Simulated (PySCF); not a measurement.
# C2H9GaO: the cost of one run

Computed with PySCF 2.14.0, with density-fitted response routines of our own, on a single molecule in the gas phase. Atoms count from 0, in the outputs and in this text.

## Step 1: The starting structure

13 atoms, charge 0, multiplicity 1; geometry from: PBE0-D3(BJ)/def2-SVP.

Bonds of the start (Å): C0–O1 1.41, O1–C2 1.41, O1–Ga3 2.14, C0–H4 1.10, C0–H5 1.10, C0–H6 1.10, C2–H7 1.10, C2–H8 1.10, C2–H9 1.10, Ga3–H10 1.58, Ga3–H11 1.58, Ga3–H12 1.58.

## Step 2: Core holes by ΔSCF: SCAN, X2C

What the job is given:

```
{"job": {"kind": "xps"}, "charge": 0, "multiplicity": 1}
C      0.341720     2.213852    -0.482895
O      0.450371     0.847218    -0.822013
C     -0.707013     0.088467    -0.538403
Ga     2.333471    -0.100336    -0.461777
H      0.193825     2.340635     0.603638
H     -0.502838     2.670220    -1.024907
H      1.277465     2.700690    -0.783488
H     -0.926803     0.094440     0.543166
H     -1.568365     0.494782    -1.093142
H     -0.511336    -0.940107    -0.865661
H      3.232222     1.040493    -1.081446
H      2.046087    -1.410827    -1.294240
H      2.208418    -0.177419     1.115842
```

Method: delta-SCF UKS SCAN, pcX-2 on the ionised atom, pcseg-1 elsewhere, spin-free X2C.

On the command line:

```
$ OMP_NUM_THREADS=1 python probes_run.py task.json out
```

This one command runs all jobs of the session in turn.

**Question.** How long does this first job take on 1 thread of Arm Neoverse V1, shared host, and how much memory does it need?

About 14 s, with a peak of 0.5 GiB.
